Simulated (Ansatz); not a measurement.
# Ga₂B (doublet): from a generated start to a stationary point

Aim: relax a generated start of Ga₂B (doublet) and see which bonds hold.

Computed with Ansatz 0.2.0, Gaussian basis. Level: UKS PBE0/def2-TZVP.

## (1) The starting structure

3 atoms, charge 0, spin multiplicity 2.

Atoms are counted from 1 here; the program's logs count them from 0.

Bond lengths: Ga1–B2 1.979 Å, B2–Ga3 1.979 Å. Angles: Ga1–B2–Ga3 180.0°.

The start was built by rule and, where that kept it together, relaxed with GFN2-xTB. Sticks and bond lists go by distance. No spin-orbit coupling is included. 

## (2) Relaxation

Contents of in.yaml:

```yaml
crystal:
  periodic: [false, false, false]
  atoms:
    - {symbol: Ga, position_ang: [0.000000, 0.000000, -1.978954]}
    - {symbol: B, position_ang: [0.000000, 0.000000, 0.000000]}
    - {symbol: Ga, position_ang: [0.000000, 0.000000, 1.978954]}
basis:
  gaussian: {orbitals: def2-TZVP}
magnetization: {spin_polarized: true, initial_magnetization: 1}
hamiltonian: {xc: pbe0}
relax: {f_tol: 0.004, max_steps: 80}
```

The run is started by

```
$ ansatz run in.yaml --threads 1 --pin off --events-out ev --progress --plain --max-ram 2176MiB
```

What does the calculation give? Wanted: energy gained; shift from the start; total energy; dipole moment; ⟨S²⟩.

As calculated:

| quantity | value |
| --- | --- |
| steps | 4 |
| energy gained | 0.129 eV |
| shift from the start (rms) | 0.087 Å |
| total energy | -105414.0334 eV |
| dipole moment | 0.00 D |
| ⟨S²⟩ | 1.778 |

In words: The bonds of the start are those of the end. Ga1–B2 went from 1.979 to 2.086 Å. The determinant is spin-contaminated (excess 1.03). No vibrations were run, so this is a stationary point, not a proven minimum, and this spin need not be the ground state's.
